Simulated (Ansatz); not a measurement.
# AlHF₂ + SiF₄: a complex and its separated parts

The complex below is one end of an elementary step. How strongly is it bound against its free parts?

The runs use Ansatz 0.2.0, Gaussian basis; PBE0-D4/def2-TZVP structures, single points in def2-TZVPP, no counterpoise correction.

Levels: SPW92, PBE-D4, BLYP-D4, r2SCAN-D4, B97M-V, PBE0-D4, B3LYP-D4, r2SCAN0-D4, BHLYP-D4, CAM-B3LYP-D4, wB97X-V, wB97M-V, B2PLYP, PBE-QIDH, RPA on PBE, Hartree-Fock, MP2, CCSD, CCSD(T).

Correlated methods freeze the cores. B3LYP uses VWN-RPA correlation. B2PLYP carries no dispersion term here.

94 further runs of the same task are left out: 94 set aside as unsound or not needed.

## (1) The system as given

The complex: 9 atoms, charge 0, spin multiplicity 1.

Atoms are counted from 1 here; the program's logs count them from 0.

Bond lengths: Al1–H2 1.566 Å, Al1–F3 1.646 Å, Al1–F4 1.646 Å, Si5–F6 1.597 Å, Si5–F7 1.553 Å, Si5–F8 1.553 Å, Si5–F9 1.553 Å. Angles: H2–Al1–F3 119.8°, H2–Al1–F4 120.0°, F3–Al1–F4 118.0°, F6–Si5–F7 107.9°, F6–Si5–F8 107.1°, F6–Si5–F9 107.8°, F7–Si5–F8 111.3°, F7–Si5–F9 111.3°, F8–Si5–F9 111.2°.

As a file:

```mol
AlF6HSi
  3D, bonds by distance, orders not assigned

  9  7  0  0  0  0  0  0  0  0999 V2000
   -1.2929   -0.1964   -1.3622 Al  0  0
   -0.2346    0.6873   -2.1054 H   0  0
   -1.2739   -1.8313   -1.5542 F   0  0
   -2.6549    0.4921   -0.7462 F   0  0
    1.1251    0.1805    1.1670 Si  0  0
   -0.2606   -0.2378    0.4930 F   0  0
    2.2717   -0.4454    0.3280 F   0  0
    1.1149   -0.3801    2.6150 F   0  0
    1.2050    1.7311    1.1650 F   0  0
  1  2  8  0
  1  3  8  0
  1  4  8  0
  5  6  8  0
  5  7  8  0
  5  8  8  0
  5  9  8  0
M  END
```

Its parts: AlHF₂ holds atoms 1, 2, 3, 4; SiF₄ holds atoms 5, 6, 7, 8, 9. Each part counts its atoms afresh in its own runs.

## (2) Relaxing AlHF₂ alone

Contents of relax-a/in.yaml:

```yaml
crystal:
  periodic: [false, false, false]
  atoms:
    - {symbol: Al, position_ang: [-1.292922, -0.196434, -1.362199]}
    - {symbol: H, position_ang: [-0.234555, 0.687278, -2.105449]}
    - {symbol: F, position_ang: [-1.273911, -1.831349, -1.554245]}
    - {symbol: F, position_ang: [-2.654856, 0.492086, -0.746205]}
basis:
  gaussian: {orbitals: def2-TZVP}
hamiltonian: {xc: pbe0, dispersion: d4}
relax: {f_tol: 0.005, max_steps: 200}
```

Started as:

```bash
$ ansatz run in.yaml --threads 4 --pin off --events-out ev --progress --plain --max-ram 46080MiB --backend cpu
```

What it wrote, cut to the lines that bear on the results:

```text
Functional definition: PBE0
  name "PBE0"
  cite "Adamo & Barone, J. Chem. Phys. 110, 6158 (1999) doi:10.1063/1.478522"
  cite "Perdew, Burke & Ernzerhof, Phys. Rev. Lett. 77, 3865 (1996) doi:10.1103/PhysRevLett.77.3865"
  parent pbe
[...]
635 factors; their error is unknown
[...]
mean field -12045.16297585 eV, -442.6515748576 hartree, gradient 2.9e-5 eV, S^2 0.000000; 0 other end points of the search recorded, 0 dependent functions left out
[...]
reference -12045.16300274 eV, -442.6515758458 hartree; 16, 16 occupied and 89, 89 virtual orbitals, 635 factors
[...]
635 factors; their error is unknown
mean field -12045.21499034 eV, -442.6534863549 hartree, gradient 7.5e-5 eV, S^2 0.000000; 1 other end points of the search recorded, 0 dependent functions left out
[...]
reference -12045.21501732 eV, -442.6534873464 hartree; 16, 16 occupied and 89, 89 virtual orbitals, 635 factors
Total energy: -12045.24895328 eV, -442.6547344699 hartree
Atom 0 at    -1.340630    -0.193678    -1.454968 Å, force     0.000157     0.000124    -0.000122 eV/Å
Atom 1 at    -0.216004     0.689728    -2.076483 Å, force    -0.000016     0.000120     0.000024 eV/Å
Atom 2 at    -1.262932    -1.829345    -1.520293 Å, force     0.000293    -0.000902    -0.000166 eV/Å
Atom 3 at    -2.636678     0.484876    -0.716354 Å, force    -0.000434     0.000658     0.000264 eV/Å
Dipole moment:     0.204298     0.160516    -0.112893 e Å
```

It took 2.5 s on 4 threads of AMD EPYC 7R13, shared host.

Step by step: (the energy doesn't fall at every step)

```tsv
step	energy from step 1 (eV)	largest force component (eV/Å)
1	0.0000	0.6343
2	0.0065	0.8309
3	-0.0498	0.2432
4	-0.0520	0.0059
5	-0.0520	0.0009
```

Close pairs (by a distance rule), those that changed most:

```tsv
bond	before (Å)	after (Å)	change (Å)
Al1–F3	1.646	1.639	-0.007
Al1–H2	1.566	1.559	-0.007
Al1–F4	1.646	1.639	-0.007
```

## (3) Relaxing SiF₄ alone

Contents of relax-b/in.yaml:

```yaml
crystal:
  periodic: [false, false, false]
  atoms:
    - {symbol: Si, position_ang: [1.125131, 0.180487, 1.166992]}
    - {symbol: F, position_ang: [-0.260625, -0.237781, 0.493020]}
    - {symbol: F, position_ang: [2.271712, -0.445356, 0.327987]}
    - {symbol: F, position_ang: [1.114889, -0.380070, 2.614991]}
    - {symbol: F, position_ang: [1.205038, 1.731138, 1.165007]}
basis:
  gaussian: {orbitals: def2-TZVP}
hamiltonian: {xc: pbe0, dispersion: d4}
relax: {f_tol: 0.005, max_steps: 200}
```

Started as:

```bash
$ ansatz run in.yaml --threads 4 --pin off --events-out ev --progress --plain --max-ram 46080MiB --backend cuda --devices 0, --max-vram 37GiB
```

What it wrote, cut to the lines that bear on the results:

```text
Functional definition: PBE0
  name "PBE0"
  cite "Adamo & Barone, J. Chem. Phys. 110, 6158 (1999) doi:10.1063/1.478522"
  cite "Perdew, Burke & Ernzerhof, Phys. Rev. Lett. 77, 3865 (1996) doi:10.1103/PhysRevLett.77.3865"
  parent pbe
[...]
892 factors; their error is unknown
[...]
mean field -18744.15719059 eV, -688.8350715083 hartree, gradient 1.6e-6 eV, S^2 0.000000; 0 other end points of the search recorded, 0 dependent functions left out
[...]
Atom 1 at    -0.261301    -0.236171     0.486442 Å, force     0.000075     0.000042     0.000005 eV/Å
Atom 2 at     2.276748    -0.438777     0.339054 Å, force    -0.000089     0.000019     0.000060 eV/Å
Atom 3 at     1.132936    -0.372647     2.617600 Å, force     0.000029     0.000054    -0.000091 eV/Å
Atom 4 at     1.216530     1.726330     1.171303 Å, force    -0.000034    -0.000101     0.000014 eV/Å
Dipole moment:     0.000006    -0.000001    -0.000003 e Å
```

Run time: 11 s. Hardware: 1 × a share of an NVIDIA H100 with 4 threads of AMD EPYC 7R13, shared host; peak host memory 0.8 GiB.

Step by step:

```tsv
step	energy from step 1 (eV)	largest force component (eV/Å)
1	0.0000	1.7948
2	-0.0230	1.2152
3	-0.0423	0.0129
4	-0.0423	0.0001
```

Distances of close pairs at the start and the end, largest changes first:

```tsv
bond	before (Å)	after (Å)	change (Å)
Si1–F2	1.597	1.562	-0.035
Si1–F3	1.553	1.562	+0.009
Si1–F5	1.553	1.562	+0.009
Si1–F4	1.553	1.562	+0.009
```

## (4) SPW92/def2-TZVPP

Contents of parta/in.yaml:

```yaml
crystal:
  periodic: [false, false, false]
  atoms:
    - {symbol: Al, position_ang: [-1.340630, -0.193678, -1.454968]}
    - {symbol: H, position_ang: [-0.216004, 0.689728, -2.076483]}
    - {symbol: F, position_ang: [-1.262932, -1.829345, -1.520293]}
    - {symbol: F, position_ang: [-2.636678, 0.484876, -0.716354]}
basis:
  gaussian: {orbitals: def2-TZVPP}
hamiltonian: {xc: lda}
```

Contents of partb/in.yaml:

```yaml
crystal:
  periodic: [false, false, false]
  atoms:
    - {symbol: Si, position_ang: [1.091231, 0.169684, 1.153598]}
    - {symbol: F, position_ang: [-0.261301, -0.236171, 0.486442]}
    - {symbol: F, position_ang: [2.276748, -0.438777, 0.339054]}
    - {symbol: F, position_ang: [1.132936, -0.372647, 2.617600]}
    - {symbol: F, position_ang: [1.216530, 1.726330, 1.171303]}
basis:
  gaussian: {orbitals: def2-TZVPP}
hamiltonian: {xc: lda}
```

Each run has its own folder and the same command.

Started as:

```bash
$ ansatz run in.yaml --threads 4 --pin off --events-out ev --progress --plain --max-ram 46080MiB --backend cpu
```

parta printed, cut to the lines that bear on the results:

```text
Functional definition: SPW92
  name "SPW92"
  cite "Dirac, Proc. Camb. Phil. Soc. 26, 376 (1930) doi:10.1017/S0305004100016108"
  cite "Slater, Phys. Rev. 81, 385 (1951) doi:10.1103/PhysRev.81.385"
  cite "Perdew & Wang, Phys. Rev. B 45, 13244 (1992) doi:10.1103/PhysRevB.45.13244"
[...]
640 factors; their error is unknown
[...]
mean field -11990.16680441 eV, -440.6305028351 hartree, gradient 1.7e-5 eV, S^2 0.000000; 0 other end points of the search recorded, 0 dependent functions left out
reference -11990.16683857 eV, -440.6305040906 hartree; 16, 16 occupied and 102, 102 virtual orbitals, 640 factors
Total energy: -11990.16683857 eV, -440.6305040906 hartree
```

Output in partb, cut to the lines that bear on the results:

```text
Functional definition: SPW92
  name "SPW92"
  cite "Dirac, Proc. Camb. Phil. Soc. 26, 376 (1930) doi:10.1017/S0305004100016108"
  cite "Slater, Phys. Rev. 81, 385 (1951) doi:10.1103/PhysRev.81.385"
  cite "Perdew & Wang, Phys. Rev. B 45, 13244 (1992) doi:10.1103/PhysRevB.45.13244"
[...]
912 factors; their error is unknown
[...]
mean field -18657.80466343 eV, -685.6616746667 hartree, gradient 1.0e-5 eV, S^2 0.000000; 0 other end points of the search recorded, 0 dependent functions left out
reference -18657.80468874 eV, -685.6616755970 hartree; 25, 25 occupied and 141, 141 virtual orbitals, 912 factors
Total energy: -18657.80468874 eV, -685.6616755970 hartree
```

They took 0.25 s (parta), 0.45 s (partb) on 4 threads of AMD EPYC 7R13, shared host.

## (5) PBE-D4/def2-TZVPP

The same edit goes into each in.yaml of step 4 (parta, partb):

```diff
-hamiltonian: {xc: lda}
+hamiltonian: {xc: pbe, dispersion: d4}
```

The same command starts each run, in its folder.

Started as:

```bash
$ ansatz run in.yaml --threads 4 --pin off --events-out ev --progress --plain --max-ram 46080MiB --backend cpu
```

Log of parta, cut to the lines that bear on the results:

```text
Functional definition: PBE
  name "PBE"
  cite "Perdew, Burke & Ernzerhof, Phys. Rev. Lett. 77, 3865 (1996) doi:10.1103/PhysRevLett.77.3865"
  parent pbe
[...]
640 factors; their error is unknown
[...]
mean field -12044.62643717 eV, -442.6318574248 hartree, gradient 2.1e-5 eV, S^2 0.000000; 0 other end points of the search recorded, 0 dependent functions left out
reference -12044.62647385 eV, -442.6318587731 hartree; 16, 16 occupied and 102, 102 virtual orbitals, 640 factors
Total energy: -12044.66742621 eV, -442.6333637445 hartree
```

Output in partb, cut to the lines that bear on the results:

```text
Functional definition: PBE
  name "PBE"
  cite "Perdew, Burke & Ernzerhof, Phys. Rev. Lett. 77, 3865 (1996) doi:10.1103/PhysRevLett.77.3865"
  parent pbe
[...]
912 factors; their error is unknown
[...]
mean field -18743.43651225 eV, -688.8085870677 hartree, gradient 1.5e-5 eV, S^2 0.000000; 0 other end points of the search recorded, 0 dependent functions left out
reference -18743.43654043 eV, -688.8085881031 hartree; 25, 25 occupied and 141, 141 virtual orbitals, 912 factors
Total energy: -18743.52293786 eV, -688.8117631503 hartree
```

Wall times: 0.3 s (parta), 0.6 s (partb) on 4 threads of AMD EPYC 7R13, shared host.

## (6) BLYP-D4/def2-TZVPP

Each input of step 5 (parta, partb) changes in the same lines:

```diff
-hamiltonian: {xc: pbe, dispersion: d4}
+hamiltonian: {xc: {name: BLYP}, dispersion: d4}
```

Each run has its own folder and the same command.

Started as:

```bash
$ ansatz run in.yaml --threads 4 --pin off --events-out ev --progress --plain --max-ram 46080MiB --backend cpu
```

parta printed, cut to the lines that bear on the results:

```text
Functional definition: BLYP
  name "BLYP"
  cite "Becke, Phys. Rev. A 38, 3098 (1988) doi:10.1103/PhysRevA.38.3098"
  cite "Lee, Yang & Parr, Phys. Rev. B 37, 785 (1988) doi:10.1103/PhysRevB.37.785"
[...]
640 factors; their error is unknown
[...]
mean field -12053.47298967 eV, -442.9569622329 hartree, gradient 3.4e-5 eV, S^2 0.000000; 0 other end points of the search recorded, 0 dependent functions left out
reference -12053.47326615 eV, -442.9569723932 hartree; 16, 16 occupied and 102, 102 virtual orbitals, 640 factors
Total energy: -12053.56537633 eV, -442.9603573801 hartree
```

partb printed, cut to the lines that bear on the results:

```text
Functional definition: BLYP
  name "BLYP"
  cite "Becke, Phys. Rev. A 38, 3098 (1988) doi:10.1103/PhysRevA.38.3098"
  cite "Lee, Yang & Parr, Phys. Rev. B 37, 785 (1988) doi:10.1103/PhysRevB.37.785"
[...]
912 factors; their error is unknown
[...]
mean field -18757.11135317 eV, -689.3111282024 hartree, gradient 1.3e-5 eV, S^2 0.000000; 0 other end points of the search recorded, 0 dependent functions left out
reference -18757.11159980 eV, -689.3111372656 hartree; 25, 25 occupied and 141, 141 virtual orbitals, 912 factors
Total energy: -18757.30982945 eV, -689.3184220710 hartree
```

Wall times: 0.4 s (parta), 0.65 s (partb) on 4 threads of AMD EPYC 7R13, shared host.

## (7) r2SCAN-D4/def2-TZVPP

The same edit goes into each in.yaml of step 6 (parta, partb):

```diff
-hamiltonian: {xc: {name: BLYP}, dispersion: d4}
+hamiltonian: {xc: r2scan, dispersion: d4}
```

One command serves all of them, each in its own folder.

Started as:

```bash
$ ansatz run in.yaml --threads 4 --pin off --events-out ev --progress --plain --max-ram 46080MiB --backend cpu
```

Log of parta, cut to the lines that bear on the results:

```text
Functional definition: r2SCAN
  name "r2SCAN"
  cite "Furness, Kaplan, Ning, Perdew & Sun, J. Phys. Chem. Lett. 11, 8208 (2020) doi:10.1021/acs.jpclett.0c02405"
  cite "Furness, Kaplan, Ning, Perdew & Sun, J. Phys. Chem. Lett. 11, 9248 (2020) doi:10.1021/acs.jpclett.0c03077"
  parent r2scan
[...]
640 factors; their error is unknown
[...]
mean field -12050.68378787 eV, -442.8544609573 hartree, gradient 6.2e-5 eV, S^2 0.000000; 0 other end points of the search recorded, 0 dependent functions left out
reference -12050.68379913 eV, -442.8544613711 hartree; 16, 16 occupied and 102, 102 virtual orbitals, 640 factors
Total energy: -12050.69284968 eV, -442.8547939729 hartree
```

Log of partb, cut to the lines that bear on the results:

```text
Functional definition: r2SCAN
  name "r2SCAN"
  cite "Furness, Kaplan, Ning, Perdew & Sun, J. Phys. Chem. Lett. 11, 8208 (2020) doi:10.1021/acs.jpclett.0c02405"
  cite "Furness, Kaplan, Ning, Perdew & Sun, J. Phys. Chem. Lett. 11, 9248 (2020) doi:10.1021/acs.jpclett.0c03077"
  parent r2scan
[...]
912 factors; their error is unknown
[...]
mean field -18752.93410547 eV, -689.1576171806 hartree, gradient 1.5e-5 eV, S^2 0.000000; 0 other end points of the search recorded, 0 dependent functions left out
reference -18752.93411294 eV, -689.1576174554 hartree; 25, 25 occupied and 141, 141 virtual orbitals, 912 factors
Total energy: -18752.95350368 eV, -689.1583300520 hartree
```

They took 0.75 s (parta), 1.2 s (partb) on 4 threads of AMD EPYC 7R13, shared host.

## (8) B97M-V/def2-TZVPP

The same edit goes into each in.yaml of step 7 (parta, partb):

```diff
-hamiltonian: {xc: r2scan, dispersion: d4}
+hamiltonian: {xc: {name: B97M-V}}
```

One command serves all of them, each in its own folder.

Started as:

```bash
$ ansatz run in.yaml --threads 4 --pin off --events-out ev --progress --plain --max-ram 46080MiB --backend cpu
```

Output in parta, cut to the lines that bear on the results:

```text
Functional definition: B97M-V
  name "B97M-V"
  cite "Mardirossian & Head-Gordon, J. Chem. Phys. 142, 074111 (2015) doi:10.1063/1.4907719"
  cite "Becke, J. Chem. Phys. 107, 8554 (1997) doi:10.1063/1.475007"
  cite "Vydrov & Van Voorhis, J. Chem. Phys. 133, 244103 (2010) doi:10.1063/1.3521275"
  # Of w^i u^j: cxij and so on, Table III.
[...]
  gx(w, u) = cx00 + cx01*u + cx02*u^2 + (cx10 + cx11*u)*w
[...]
  gos(w, u) = cos00 + cos01*u + cos03*u^3 + cos10*w + cos32*w^3*u^2
[...]
      + integral(e_c_pw_mod_opposite_spin*gos(b97_w_opposite, b97_u_opposite)) + vv10(b, c)
640 factors; their error is unknown
[...]
mean field -12050.11488725 eV, -442.8335542453 hartree, gradient 4.6e-5 eV, S^2 0.000000; 0 other end points of the search recorded, 0 dependent functions left out
reference -12050.11494169 eV, -442.8335562460 hartree; 16, 16 occupied and 102, 102 virtual orbitals, 640 factors
Total energy: -12050.11494169 eV, -442.8335562460 hartree
```

partb printed, cut to the lines that bear on the results:

```text
Functional definition: B97M-V
  name "B97M-V"
  cite "Mardirossian & Head-Gordon, J. Chem. Phys. 142, 074111 (2015) doi:10.1063/1.4907719"
  cite "Becke, J. Chem. Phys. 107, 8554 (1997) doi:10.1063/1.475007"
  cite "Vydrov & Van Voorhis, J. Chem. Phys. 133, 244103 (2010) doi:10.1063/1.3521275"
  # Of w^i u^j: cxij and so on, Table III.
[...]
  gx(w, u) = cx00 + cx01*u + cx02*u^2 + (cx10 + cx11*u)*w
[...]
  gos(w, u) = cos00 + cos01*u + cos03*u^3 + cos10*w + cos32*w^3*u^2
[...]
      + integral(e_c_pw_mod_opposite_spin*gos(b97_w_opposite, b97_u_opposite)) + vv10(b, c)
912 factors; their error is unknown
[...]
mean field -18752.00798044 eV, -689.1235827137 hartree, gradient 1.5e-5 eV, S^2 0.000000; 0 other end points of the search recorded, 0 dependent functions left out
reference -18752.00802145 eV, -689.1235842207 hartree; 25, 25 occupied and 141, 141 virtual orbitals, 912 factors
Total energy: -18752.00802145 eV, -689.1235842207 hartree
```

They took 0.96 s (parta), 1.8 s (partb) on 4 threads of AMD EPYC 7R13, shared host.

## (9) PBE0-D4/def2-TZVPP

The same edit goes into each in.yaml of step 8 (parta, partb):

```diff
-hamiltonian: {xc: {name: B97M-V}}
+hamiltonian: {xc: pbe0, dispersion: d4}
+output: {orbitals: {seedname: orbitals}}
```

One command serves all of them, each in its own folder.

Started as:

```bash
$ ansatz run in.yaml --threads 4 --pin off --events-out ev --progress --plain --max-ram 46080MiB --backend cpu
```

Output in parta, cut to the lines that bear on the results:

```text
Functional definition: PBE0
  name "PBE0"
  cite "Adamo & Barone, J. Chem. Phys. 110, 6158 (1999) doi:10.1063/1.478522"
  cite "Perdew, Burke & Ernzerhof, Phys. Rev. Lett. 77, 3865 (1996) doi:10.1103/PhysRevLett.77.3865"
  parent pbe
[...]
671 factors; their error is unknown
[...]
mean field -12045.22612021 eV, -442.6538953702 hartree, gradient 3.9e-5 eV, S^2 0.000000; 0 other end points of the search recorded, 0 dependent functions left out
reference -12045.22614701 eV, -442.6538963552 hartree; 16, 16 occupied and 102, 102 virtual orbitals, 671 factors
Total energy: -12045.26008297 eV, -442.6551434786 hartree
```

Log of partb, cut to the lines that bear on the results:

```text
Functional definition: PBE0
  name "PBE0"
  cite "Adamo & Barone, J. Chem. Phys. 110, 6158 (1999) doi:10.1063/1.478522"
  cite "Perdew, Burke & Ernzerhof, Phys. Rev. Lett. 77, 3865 (1996) doi:10.1103/PhysRevLett.77.3865"
  parent pbe
[...]
915 factors; their error is unknown
[...]
mean field -18744.20665018 eV, -688.8368891145 hartree, gradient 2.3e-5 eV, S^2 0.000000; 0 other end points of the search recorded, 0 dependent functions left out
reference -18744.20666899 eV, -688.8368898056 hartree; 25, 25 occupied and 141, 141 virtual orbitals, 915 factors
Total energy: -18744.27780683 eV, -688.8395040732 hartree
```

They took 0.4 s (parta), 0.8 s (partb) on 4 threads of AMD EPYC 7R13, shared host.

[end of part 1 of 3]
